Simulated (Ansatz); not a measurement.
# C₃H₅BrSi: how energies converge with the basis set

The task here is to estimate one member of a computed series from the others.

Computed with Ansatz 0.2.0, Gaussian basis. Level: one geometry, several basis sets.

Levels to be run: PBE0-D4/def2-SVP; ωB97M-V/def2-SVP; PBE0-D4/def2-QZVPP; ωB97M-V/def2-QZVPP; the functionals' def2-TZVPP values are taken from earlier runs.

### The relaxed structure

An earlier PBE0-D4 in a triple-zeta def2 set relaxation fixed the geometry.

SMILES `C=C1[SiH2]C1Br`, 10 atoms, charge 0, spin multiplicity 1.

Atoms are counted from 1 here; the program's logs count them from 0.

Bond lengths: C1–C2 1.321 Å, C1–H6 1.084 Å, C1–H7 1.088 Å, C2–Si3 1.823 Å, C2–C4 1.493 Å, Si3–C4 1.870 Å, Si3–H8 1.480 Å, Si3–H9 1.477 Å, C4–Br5 1.930 Å, C4–H10 1.088 Å. Angles: C2–C1–H6 121.5°, C2–C1–H7 121.3°, H6–C1–H7 117.2°, C1–C2–Si3 154.0°, C1–C2–C4 136.1°, Si3–C2–C4 67.8°, C2–Si3–C4 47.7°, C2–Si3–H8 122.1°, C2–Si3–H9 118.1°, C4–Si3–H8 118.5°, C4–Si3–H9 119.3°, H8–Si3–H9 114.9°, C2–C4–Si3 64.5°, C2–C4–Br5 119.1°, C2–C4–H10 115.6°, Si3–C4–Br5 125.7°, Si3–C4–H10 116.9°, Br5–C4–H10 108.8°.

The first run:

in.yaml reads:

```yaml
crystal:
  periodic: [false, false, false]
  atoms:
    - {symbol: C, position_ang: [0.054211, 1.744991, 0.252176]}
    - {symbol: C, position_ang: [0.176765, 0.432722, 0.168308]}
    - {symbol: Si, position_ang: [0.085517, -1.266378, 0.823660]}
    - {symbol: C, position_ang: [0.093927, -0.587261, -0.918414]}
    - {symbol: Br, position_ang: [-1.414421, -0.557295, -2.121823]}
    - {symbol: H, position_ang: [0.094983, 2.257895, 1.206781]}
    - {symbol: H, position_ang: [-0.105417, 2.355442, -0.633709]}
    - {symbol: H, position_ang: [1.284211, -1.987836, 1.305734]}
    - {symbol: H, position_ang: [-1.189690, -1.713678, 1.418906]}
    - {symbol: H, position_ang: [1.003113, -0.729804, -1.498618]}
basis:
  gaussian: {orbitals: def2-SVP}
hamiltonian: {xc: pbe0, dispersion: d4}
output: {orbitals: {seedname: orbitals}}
```

Started as:

```
ansatz run in.yaml --threads 4 --pin off --events-out ev --progress --plain --max-ram 10444MiB
```

Steps of the session up to this table: PBE0-D4 in def2-SVP; ωB97M-V in def2-SVP; PBE0-D4 in def2-QZVPP; ωB97M-V in def2-QZVPP.

One of the session's tables, all rows but one given; the rest of the session is left out.

It belongs to the step «Functionals by basis». 

| functional | basis | HOMO (eV) |
| --- | --- | --- |
| PBE0-D4 | def2-SVP | -7.02 |
| PBE0-D4 | def2-TZVPP | -7.12 |
| PBE0-D4 | def2-QZVPP | -7.13 |
| ωB97M-V | def2-SVP | -9.15 |
| ωB97M-V | def2-TZVPP | -9.26 |
| ωB97M-V | def2-QZVPP | ? |

Q: Estimate the row for ωB97M-V, def2-QZVPP from the others.

As computed: HOMO (eV): -9.28. In the column «HOMO (eV)» it is the lowest.
